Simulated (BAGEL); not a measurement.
# BH2S2Br (SMILES SB(S)Br): B3LYP/6-31G(d) (density fitting with qzvpp-jkfit, spherical functions)

What is the energy change on altering one bond length of BH2S2Br at B3LYP/6-31G* (density fitting with qzvpp-jkfit, spherical functions)? 

The calculation is run with BAGEL 1.2.2.

### 1 The structure to begin with

BH2S2Br: 6 atoms, total charge 0, spin state singlet. SMILES: `SB(S)Br`. The shape is that of a PBE0-D4/def2-TZVP optimisation. This is one conformer, not always the lowest.

Bond lengths: S1–B2 1.792 Å, B2–S3 1.791 Å, B2–Br4 1.920 Å, S1–H5 1.343 Å, S3–H6 1.345 Å. Angles: S1–B2–S3 121.6°, S1–B2–Br4 122.1°, S3–B2–Br4 116.3°, B2–S1–H5 97.0°, B2–S3–H6 97.1°.

### 2 The energy at B3LYP/6-31G(d) (density fitting with qzvpp-jkfit, spherical functions)

Contents of dft.json:

```json
{ "bagel" : [

{
  "title" : "molecule",
  "basis" : "6-31gs.json",
  "df_basis" : "qzvpp-jkfit",
  "angstrom" : "true",
  "geometry" : [
    { "atom" : "S", "xyz" : [      -0.202900,       1.384700,      -0.466000 ] },
    { "atom" : "B", "xyz" : [      -0.107800,      -0.343700,      -0.003900 ] },
    { "atom" : "S", "xyz" : [       1.234500,      -0.975600,       0.999000 ] },
    { "atom" : "Br", "xyz" : [      -1.432900,      -1.619500,      -0.552900 ] },
    { "atom" : "H", "xyz" : [      -1.341200,       1.302300,      -1.173100 ] },
    { "atom" : "H", "xyz" : [       1.892300,       0.188000,       1.150600 ] }
  ]
},

{ "title" : "ks", "xc_func" : "b3lyp" },

{ "title" : "print", "file" : "orbitals.molden", "orbitals" : "true" }

]}
```

The basis set 6-31G* is read from a file made from the Basis Set Exchange's data (not shown).

On the command line:

```
$ BAGEL_NUM_THREADS=1 BAGEL dft.json > dft.out
```

The program printed:

```text
* using 1 threads per process

  ===============================================================
  ===============================================================

  *** Geometry ***

  { "atom" : "S", "xyz" : [     -0.383425,      2.616704,     -0.880612 ] },
  { "atom" : "B", "xyz" : [     -0.203712,     -0.649499,     -0.007370 ] },
  { "atom" : "S", "xyz" : [      2.332867,     -1.843617,      1.887836 ] },
  { "atom" : "Br", "xyz" : [     -2.707789,     -3.060411,     -1.044830 ] },
  { "atom" : "H", "xyz" : [     -2.534501,      2.460990,     -2.216838 ] },
  { "atom" : "H", "xyz" : [      3.575929,      0.355269,      2.174319 ] },

  Number of auxiliary basis functions:      633

  Since a DF basis is specified, we compute 2- and 3-index integrals:
    o Being stored without compression. Storage requirement is 0.037 GB

  Number of basis functions:       86
  Number of electrons      :       74

    * METHOD: MOLECULE                             0.50

  *** Kohn-Sham DFT ***

    * Removing 10852 points whose weight is below 1.00e-10
    * Grid points: 78584

  === Nuclear Repulsion ===
   354.6986681094

       - DIIS with orbital gradients will be used.

  === KS iteration (b3lyp / 6-31gs.json) ===
      0      -3266.16716203          0.19935570           0.48
      1      -2948.19787054          0.19431293           0.43
      2      -2954.06911915          0.10268149           0.44
      3      -3009.54428911          0.15869009           0.44
      4      -3203.40621381          0.14497085           0.44
      5      -3208.03614153          0.15384258           0.45
      6      -3367.45958671          0.10588264           0.45
      7      -3376.19423199          0.10866512           0.44
      8      -3323.65488725          0.15467499           0.44
      9      -3360.52809543          0.17550746           0.45
     10      -3393.29744592          0.05698459           0.45
     11      -3395.37778785          0.02993849           0.44
     12      -3396.19569803          0.01243814           0.44
     13      -3396.35924032          0.00590370           0.45
     14      -3396.38752174          0.00279199           0.43
     15      -3396.39238183          0.00052443           0.43
     16      -3396.39256610          0.00012878           0.43
     17      -3396.39257313          0.00003457           0.43
     18      -3396.39257460          0.00000962           0.43
     19      -3396.39257468          0.00000544           0.43
     20      -3396.39257472          0.00000149           0.43
     21      -3396.39257472          0.00000039           0.43
     22      -3396.39257472          0.00000026           0.43
     23      -3396.39257472          0.00000006           0.43
     24      -3396.39257472          0.00000002           0.42
     25      -3396.39257472          0.00000001           0.43
    * SCF iteration converged.

    * Permanent dipole moment:
           (   -0.049035,    -0.492132,     0.082448) a.u.

    * METHOD: KS                                  11.79

    * METHOD: PRINT                                0.02

  ===============================================================
```

Wall time 13 s (1 thread of Arm Neoverse V1, shared host); peak memory 0.4 GiB.

### 3 The distorted shape

Contents of dft.json:

```json
{ "bagel" : [

{
  "title" : "molecule",
  "basis" : "6-31gs.json",
  "df_basis" : "qzvpp-jkfit",
  "angstrom" : "true",
  "geometry" : [
    { "atom" : "S", "xyz" : [    0.707711,    1.450618,    0.099662 ] },
    { "atom" : "B", "xyz" : [    0.802811,   -0.277782,    0.561762 ] },
    { "atom" : "S", "xyz" : [    2.145111,   -0.909682,    1.564662 ] },
    { "atom" : "Br", "xyz" : [   -0.522289,   -1.553582,    0.012762 ] },
    { "atom" : "H", "xyz" : [   -1.341200,    1.302300,   -1.173100 ] },
    { "atom" : "H", "xyz" : [    2.802911,    0.253918,    1.716262 ] }
  ]
},
{ "title" : "ks", "xc_func" : "b3lyp" },
{ "title" : "print", "file" : "orbitals.molden", "orbitals" : "true" }

]}
```

The basis set 6-31G* is read from a file made from the Basis Set Exchange's data (not shown).

On the command line:

```
$ BAGEL_NUM_THREADS=1 BAGEL dft.json > dft.out
```

The program printed:

```text
* using 1 threads per process

  ===============================================================
  ===============================================================

  *** Geometry ***

  { "atom" : "S", "xyz" : [      1.337380,      2.741271,      0.188334 ] },
  { "atom" : "B", "xyz" : [      1.517093,     -0.524932,      1.061576 ] },
  { "atom" : "S", "xyz" : [      4.053672,     -1.719050,      2.956783 ] },
  { "atom" : "Br", "xyz" : [     -0.986983,     -2.935844,      0.024117 ] },
  { "atom" : "H", "xyz" : [     -2.534501,      2.460990,     -2.216838 ] },
  { "atom" : "H", "xyz" : [      5.296734,      0.479835,      3.243265 ] },

  Number of auxiliary basis functions:      633

  Since a DF basis is specified, we compute 2- and 3-index integrals:
    o Being stored without compression. Storage requirement is 0.037 GB

  Number of basis functions:       86
  Number of electrons      :       74

    * METHOD: MOLECULE                             0.49

  *** Kohn-Sham DFT ***

    * Removing 10331 points whose weight is below 1.00e-10
    * Grid points: 79105

  === Nuclear Repulsion ===
   350.8037884829

       - DIIS with orbital gradients will be used.

  === KS iteration (b3lyp / 6-31gs.json) ===
      0      -3264.44651950          0.16418199           0.47
      1      -2944.10793755          0.19125381           0.43
      2      -2956.59395047          0.10284470           0.44
      3      -3007.78663427          0.15336337           0.44
      4      -3202.16193064          0.13799339           0.44
      5      -3368.20394796          0.10150658           0.43
      6      -3214.34872467          0.19935074           0.45
      7      -3213.57362549          0.19792674           0.45
      8      -3260.69736524          0.22025627           0.44
      9      -3337.28493093          0.12448315           0.44
     10      -3391.71836263          0.06402300           0.45
     11      -3394.00429662          0.06173008           0.43
     12      -3396.13984505          0.01273589           0.43
     13      -3396.09531127          0.01222209           0.43
     14      -3396.21908306          0.00675672           0.43
     15      -3396.26624874          0.00156579           0.44
     16      -3396.26871773          0.00040166           0.43
     17      -3396.26882236          0.00021932           0.45
     18      -3396.26886837          0.00006664           0.44
     19      -3396.26887164          0.00002850           0.44
     20      -3396.26887242          0.00000804           0.44
     21      -3396.26887248          0.00000235           0.44
     22      -3396.26887248          0.00000048           0.43
     23      -3396.26887248          0.00000036           0.43
     24      -3396.26887248          0.00000034           0.42
     25      -3396.26887248          0.00000006           0.43
     26      -3396.26887248          0.00000004           0.42
     27      -3396.26887248          0.00000002           0.42
     28      -3396.26887248          0.00000000           0.43
    * SCF iteration converged.

    * Permanent dipole moment:
           (   -0.126457,    -0.390486,     0.009442) a.u.

    * METHOD: KS                                  13.04

    * METHOD: PRINT                                0.02

  ===============================================================
```

Wall time 14 s (1 thread of Arm Neoverse V1, shared host); peak memory 0.4 GiB.

### 4 Summary of results

At B3LYP/6-31G* (density fitting with qzvpp-jkfit, spherical functions):

```
                                                         quantity           value
                                        first shape: total energy  -3396.39257 Eh
                                       first shape: dipole moment          1.27 D
                                         first shape: HOMO energy        -7.48 eV
                                         first shape: LUMO energy        -1.15 eV
                                       first shape: HOMO–LUMO gap         6.33 eV
                                    distorted shape: total energy  -3396.26887 Eh
                                   distorted shape: dipole moment          1.04 D
                                     distorted shape: HOMO energy        -7.47 eV
                                     distorted shape: LUMO energy        -4.82 eV
                                   distorted shape: HOMO–LUMO gap         2.65 eV
energy change with the S1–H5 bond stretched from 1.343 to 2.417 Å        3.366 eV
```

In words: With the S1–H5 bond stretched from 1.343 to 2.417 Å the energy rises by 3.37 eV (78 kcal/mol). The first shape isn't relaxed at this level, so the change isn't measured from a minimum. A restricted reference can't describe the breaking bond well at this length.
